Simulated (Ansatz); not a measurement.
Task: the levels without and with spin-orbit coupling of SnSe, space group Fm-3m, with Ansatz 0.2.0, Python API. Give the script and its output. Use (first run): PBEsol, PAW, the default cutoff (420 eV here), 3×3×3 k-points, fixed occupations.

```cif
data_structure
_symmetry_space_group_name_H-M 'P 1'
_symmetry_Int_Tables_number 1
_cell_length_a 4.2568
_cell_length_b 4.2568
_cell_length_c 4.2568
_cell_angle_alpha 60.000
_cell_angle_beta 60.000
_cell_angle_gamma 60.000
_cell_volume 54.54
loop_
_atom_site_label
_atom_site_type_symbol
_atom_site_fract_x
_atom_site_fract_y
_atom_site_fract_z
_atom_site_occupancy
Sn1 Sn 0.00000 0.00000 0.00000 1
Se1 Se 0.50000 0.50000 0.50000 1
```

`soc_snse.py`
```python
"""What spin-orbit coupling does to the bands of SnSe."""

import ansatz as az
import numpy as np

vectors = np.array([
    [0.0, 3.01, 3.01],
    [3.01, 0.0, 3.01],
    [3.01, 3.01, 0.0],
])
system = (
    az.Lattice.of(vectors)
    .atom("Sn", (0.0, 0.0, 0.0))
    .atom("Se", (0.5, 0.5, 0.5))
)

calc = (
    system.calculation()
    .kpoints(mesh=(3, 3, 3), center="monkhorst-pack")
    .occupations("Fixed")
    .scf(tolerance=1e-06, max_iterations=100)
    .functional("pbesol")
    .eigensolver("auto", full_accuracy=True)
    .band_table()
)
for label, variant in (("scalar-relativistic", calc), ("spin-orbit", calc.spin(soc=True))):
    r = variant.run().report
    zero = r["band_edges_ev"][0] if r.get("band_edges_ev") else r["fermi_energy_ev"]
    near = [round(e - zero, 3) for e in r["eigenvalues_ev"][0] if abs(e - zero) < 2]
    print(label)
    print("  band edges (eV):", [round(e, 3) for e in r.get("band_edges_ev") or []] or "none reported")
    print("  levels at k =", r["kpoints_frac"][0], "within 2 eV of the zero:", near)
```

```console
$ python soc_snse.py
DeckWarning: basis.ecutwfc = 420 eV, auto-derived from the records' recommended cutoffs: set by Sn (normal level)
scalar-relativistic
  band edges (eV): [8.289, 10.276]
  levels at k = [0.0, 0.0, 0.0] within 2 eV of the zero: [-1.588, -1.588, -1.588]
spin-orbit
  band edges (eV): [8.292, 10.156]
  levels at k = [0.0, 0.0, 0.0] within 2 eV of the zero: [-1.895, -1.895, -1.452, -1.452, -1.452, -1.452]
```
(Warnings from the package without file and line, repeats left out.)

Reading the output:
- These settings explore the input space; cutoff and mesh may be short of convergence.
- The computed bands are complete only to about 5.4 eV above the Fermi level.
- The k-point mesh is coarse, and energy and stress weren't tested for convergence.
- The starting cell is as deposited in a crystallographic database; the results hold for this polymorph, which needn't be the stable one.
- Levels are Kohn-Sham eigenvalues on this mesh.
- With spin-orbit coupling each level holds one electron and, with inversion or at time-reversal points, comes in pairs; a window in energy can cut a split set.
- It ran for 4.5 s on 1 thread of Intel(R) Xeon(R) Processor @ 2.30GHz (shared host), peak memory 0.62 GiB.
